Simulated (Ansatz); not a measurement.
# Al9P10 wurtzite ring sphere (Al₉P₁₀H₂₆+): structure and electronic state

Aim: characterise Al9P10 wurtzite ring sphere (Al₉P₁₀H₂₆+) as a singlet: its structure, frontier levels and distribution of charge.

Computed with Ansatz 0.2.0, Gaussian basis. Level: RKS PBE0-D4/def2-TZVP.

Levels to be run: relaxation at PBE-D4/def2-SVP; a single point at PBE0-D4/def2-TZVP.

**1. The system as given**

45 atoms, charge 1, spin multiplicity 1.

Atoms are counted from 1 here; the program's logs count them from 0.

Bond lengths: P1–Al2 2.466 Å, P1–Al5 2.386 Å, P1–H20 1.387 Å, P1–H21 1.389 Å, Al2–P7 2.418 Å, Al2–H22 1.542 Å, Al2–H23 1.552 Å, P3–Al4 2.447 Å, P3–Al5 2.381 Å, P3–H24 1.390 Å, P3–H25 1.395 Å, Al4–P9 2.448 Å, Al4–H26 1.542 Å, Al4–H27 1.549 Å, Al5–P6 2.400 Å, Al5–P14 2.388 Å, P6–Al8 2.449 Å, P6–Al10 2.400 Å and more. Angles: Al2–P1–Al5 124.6°, Al2–P1–H20 113.7°, Al2–P1–H21 106.3°, Al5–P1–H20 108.2°, Al5–P1–H21 104.6°, H20–P1–H21 94.7°, P1–Al2–P7 93.6°, P1–Al2–H22 106.5°, P1–Al2–H23 102.6°, P7–Al2–H22 113.5°, P7–Al2–H23 108.9°, H22–Al2–H23 126.0°, Al4–P3–Al5 130.7°, Al4–P3–H24 116.0°, Al4–P3–H25 95.2°, Al5–P3–H24 110.4°, Al5–P3–H25 96.6°, H24–P3–H25 94.8° and more.

The ion is computed in the gas phase, without counter-ions or solvent.

The start is a GFN2-xTB geometry.

**2. Optimising with PBE-D4/def2-SVP**

in.yaml reads:

```yaml
crystal:
  periodic: [false, false, false]
  atoms:
    - {symbol: P, position_ang: [0.589090, -4.027150, -0.051720]}
    - {symbol: Al, position_ang: [0.778090, -4.312860, 2.390810]}
    - {symbol: P, position_ang: [0.294740, -2.010120, -3.530550]}
    - {symbol: Al, position_ang: [-0.523330, -0.301590, -5.078870]}
    - {symbol: Al, position_ang: [0.670150, -1.926120, -1.180340]}
    - {symbol: P, position_ang: [-1.051130, -0.598260, -0.164560]}
    - {symbol: P, position_ang: [0.701200, -1.935820, 2.829460]}
    - {symbol: Al, position_ang: [-1.291620, -0.723350, 2.269250]}
    - {symbol: P, position_ang: [-1.585210, 1.271010, -3.532630]}
    - {symbol: Al, position_ang: [-1.325680, 1.557070, -1.183530]}
    - {symbol: P, position_ang: [-3.183030, 2.538910, -0.053460]}
    - {symbol: P, position_ang: [-1.315200, 1.612070, 2.826860]}
    - {symbol: Al, position_ang: [-3.369790, 2.808270, 2.390280]}
    - {symbol: P, position_ang: [2.531570, -0.750070, -0.255850]}
    - {symbol: Al, position_ang: [2.765920, -0.925260, 2.146220]}
    - {symbol: Al, position_ang: [2.109600, 1.209960, -1.567570]}
    - {symbol: P, position_ang: [0.631130, 2.569340, -0.260710]}
    - {symbol: P, position_ang: [2.436020, 1.396760, 2.783360]}
    - {symbol: Al, position_ang: [0.609860, 2.864590, 2.142050]}
    - {symbol: H, position_ang: [-0.416750, -4.789150, -0.626230]}
    - {symbol: H, position_ang: [1.624420, -4.764800, -0.610980]}
    - {symbol: H, position_ang: [-0.491060, -5.061620, 2.843570]}
    - {symbol: H, position_ang: [2.238740, -4.808570, 2.560400]}
    - {symbol: H, position_ang: [0.166190, -3.327760, -3.953450]}
    - {symbol: H, position_ang: [1.632250, -1.895510, -3.910470]}
    - {symbol: H, position_ang: [-1.635650, -0.939000, -5.936330]}
    - {symbol: H, position_ang: [0.741770, 0.421060, -5.606280]}
    - {symbol: H, position_ang: [-2.222690, -1.271080, -0.536810]}
    - {symbol: H, position_ang: [0.794640, -1.814290, 4.218070]}
    - {symbol: H, position_ang: [-2.608490, -1.473790, 2.523130]}
    - {symbol: H, position_ang: [-2.786760, 1.825460, -3.957430]}
    - {symbol: H, position_ang: [-0.810830, 2.366530, -3.913780]}
    - {symbol: H, position_ang: [-4.340700, 2.043220, -0.633310]}
    - {symbol: H, position_ang: [-3.311680, 3.804150, -0.610460]}
    - {symbol: H, position_ang: [-1.164990, 1.622020, 4.216090]}
    - {symbol: H, position_ang: [-4.626380, 2.018680, 2.809720]}
    - {symbol: H, position_ang: [-3.138850, 4.325310, 2.597730]}
    - {symbol: H, position_ang: [3.705440, -1.291090, -0.771180]}
    - {symbol: H, position_ang: [4.128990, -1.476890, 2.561470]}
    - {symbol: H, position_ang: [0.988610, 0.564270, -2.635770]}
    - {symbol: H, position_ang: [3.357970, 1.923340, -2.093130]}
    - {symbol: H, position_ang: [0.761100, 3.854370, -0.780150]}
    - {symbol: H, position_ang: [2.484510, 1.428190, 4.170690]}
    - {symbol: H, position_ang: [3.630520, 2.077450, 2.606350]}
    - {symbol: H, position_ang: [0.827320, 4.322110, 2.550030]}
basis:
  gaussian: {orbitals: def2-SVP, fitting: {mean_field: def2-universal-jkfit}}
total_charge: 1
hamiltonian: {xc: pbe, dispersion: d4}
scf: {lower_state_search: "off"}
output: {orbitals: {seedname: orbitals}}
relax: {f_tol: 0.03, max_steps: 70}
```

On the command line:

```sh
$ ansatz run in.yaml --threads 2 --pin off --events-out ev --progress --plain --max-ram 32768MiB --backend cuda --devices 0, --max-vram 18GiB
```

Further steps of the session: Single point, PBE0-D4/def2-TZVP.

Q: Predict the results of all the runs planned. Wanted: point group; commonest bond, hydrogen aside; HOMO, LUMO at PBE0-D4/def2-TZVP.

The runs gave:

| quantity | value |
| --- | --- |
| point group | Cs |
| commonest bond, hydrogen aside | Al–P, 25 of mean length 2.415 Å |
| HOMO, LUMO at PBE0-D4/def2-TZVP | -9.99, -4.51 eV |

**Reading.** The molecule keeps its bonding pattern by the stored test; the atoms moved 0.52 Å (rms), and the angle Al4–P3–H25 went from 95° to 115°. No usable vibrations, so a minimum isn't proven. The HOMO lies nearest to P7, P12 about 19 % each; H23, H37 about 7 % each and the LUMO to P6 13 %; Al5, Al10 about 7 % each. Whether this spin is the lowest isn't tested here. The point group is read from a loosely relaxed geometry; soft torsions can leave it below the true symmetry.
